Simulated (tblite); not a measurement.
# C6H10N2Si: the cost of one run

Computed with tblite 0.8.0 and PySCF 2.14.0, with density-fitted response routines of our own, on a single molecule, in the gas phase or a continuum. Atoms count from 0, in the outputs and in this text.

### 1 Starting geometry

19 atoms, charge 0, multiplicity 1; geometry from: force field or distance geometry start.

Bonds of the start (Å): Si0–C1 1.87, C1–C2 1.38, C2–C3 1.40, C3–N4 1.34, N4–N5 1.34, N5–C6 1.49, C6–C7 1.51, C7–C8 1.49, N5–C1 1.38, C8–C6 1.51, Si0–H9 1.47, Si0–H10 1.48, Si0–H11 1.50, C2–H12 1.09, C3–H13 1.07, C6–H14 1.09, C7–H15 1.08, C7–H16 1.08, C8–H17 1.08, C8–H18 1.08.

### 2 Relaxing the molecule with GFN2-xTB

Job settings and geometry (Å):

```
{"job": {"kind": "relax", "xc": "GFN2-xTB", "basis": "xTB"}, "charge": 0, "multiplicity": 1}
Si    -1.764000    -1.602300    -0.430300
C     -1.263600     0.196200    -0.301700
C     -1.910500     1.352800    -0.673900
C     -1.075300     2.424700    -0.325800
N      0.045800     1.988000     0.263900
N     -0.079200     0.651600     0.244600
C      0.995100    -0.197700     0.824600
C      1.915300    -1.042200    -0.023900
C      2.465200     0.143400     0.691800
H     -0.948500    -2.272400    -1.456400
H     -1.578500    -2.268500     0.879700
H     -3.207800    -1.672300    -0.815300
H     -2.895700     1.425100    -1.140500
H     -1.226000     3.480000    -0.447200
H      0.695700    -0.590700     1.796300
H      1.817900    -0.979700    -1.094800
H      2.182400    -2.026700     0.340800
H      2.723200     1.015100     0.104800
H      3.098800    -0.015300     1.555700
```

Run with:

```bash
$ OMP_NUM_THREADS=1 python probes_run.py task.json out
```

The driver reads the jobs from task.json and runs them one after another.

Q: Estimate the wall time of this first job on 1 thread of Arm Neoverse V1, shared host.

About 1.3 s.
